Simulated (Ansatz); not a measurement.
# TaTiTe4: the cost of one run

Method: DFT r²SCAN without U, plane waves, PAW, no spin–orbit coupling unless a run says so, in Ansatz 0.2.0.

## (1) The structure to begin with

The structure is trigonal, space group P-3m1 (No. 164). Conventional cell: a = 3.736 Å, b = 3.736 Å, c = 14.133 Å, α = 90.00°, β = 90.00°, γ = 120.00°. Ta (site symmetry -3m) has 6 Te at 2.82 Å in its first shell of neighbours. Around Te (site symmetry 3m) lie 3 Ta at 2.82 Å. Te (site symmetry 3m) is surrounded by 3 Ti at 2.77 Å. Ti (site symmetry -3m) has 6 Te at 2.77 Å in its first shell of neighbours.

Structure file:

```xyz
6
Lattice="3.7363 0.0000 0.0000 -1.8682 3.2357 0.0000 0.0000 0.0000 14.1328" Properties=species:S:1:pos:R:3 pbc="T T T"
Ta    0.0000    0.0000    0.0000
Te    1.8682    1.0786   12.3226
Te    1.8682    1.0786    5.3295
Te    0.0000    2.1572    8.8033
Te    0.0000    2.1572    1.8102
Ti    0.0000    0.0000    7.0664
```

Magnetic order typed: ferromagnetic.

An earlier series on this cell reached its lowest free state from «from atoms, default search», perhaps among other starts.

## (2) Random orbitals: single harmonics, second filling

input.yaml reads:

```yaml
crystal:
  lattice:
    - [3.73630649, 0.0, 0.0]
    - [-1.86815324, 3.23573633, 0.0]
    - [0.0, 0.0, 14.13277935]
  atoms:
    - { symbol: Ta, position: [0.0, 0.0, 0.0], spin: 1.0 }
    - { symbol: Te, position: [0.6666666667, 0.3333333333, 0.871914] }
    - { symbol: Te, position: [0.6666666667, 0.3333333333, 0.377101] }
    - { symbol: Te, position: [0.3333333333, 0.6666666667, 0.622899] }
    - { symbol: Te, position: [0.3333333333, 0.6666666667, 0.128086] }
    - { symbol: Ti, position: [0.0, 0.0, 0.5] }
basis:
  ecutwfc: 500
  ecutrho_ratio: 4
kpoints:
  mp_grid: { grid: [6, 6, 2] }
hamiltonian:
  xc: r2scan
  hubbard:
    sites:
      - { site: 0, l: d, u_eff: 0.0, starting_ns: [{ spin: up, occupation_matrix: s0up }, { spin: down, occupation_matrix: s0down }] }
    occupation_matrices:
      s0up:
        matrix:
          - [0.02, 0.0, 0.0, 0.0, 0.0]
          - [0.0, 0.02, 0.0, 0.0, 0.0]
          - [0.0, 0.0, 0.02, 0.0, 0.0]
          - [0.0, 0.0, 0.0, 0.02, 0.0]
          - [0.0, 0.0, 0.0, 0.0, 0.97]
      s0down:
        matrix:
          - [0.02, 0.0, 0.0, 0.0, 0.0]
          - [0.0, 0.02, 0.0, 0.0, 0.0]
          - [0.0, 0.0, 0.02, 0.0, 0.0]
          - [0.0, 0.0, 0.0, 0.02, 0.0]
          - [0.0, 0.0, 0.0, 0.0, 0.02]
    ns_hold: { iters: 12 }
scf:
  occupations: { method: gaussian, width: 0.05 }
  lower_state_search: "off"
  max_iter: 150
output:
  forces: true
  stress: true
  eigenvalues: true
  populations: true
  hubbard: { sites: [{ site: 0, l: d }] }
magnetization:
  spin_polarized: true
```

The typed matrices put 0.97 on the chosen orbitals and 0.02 on the others, and are held for 12 cycles.

Started as:

```sh
$ ansatz run input.yaml --threads 8 --pin off --max-ram 12288MiB --backend cpu --events-out ev --progress --plain --runs-dir out
```

**Question.** How long does this run take on 8 threads of Arm Neoverse V1, shared host, and how much memory does it need?

About 40 s, with a peak of 1.7 GiB.
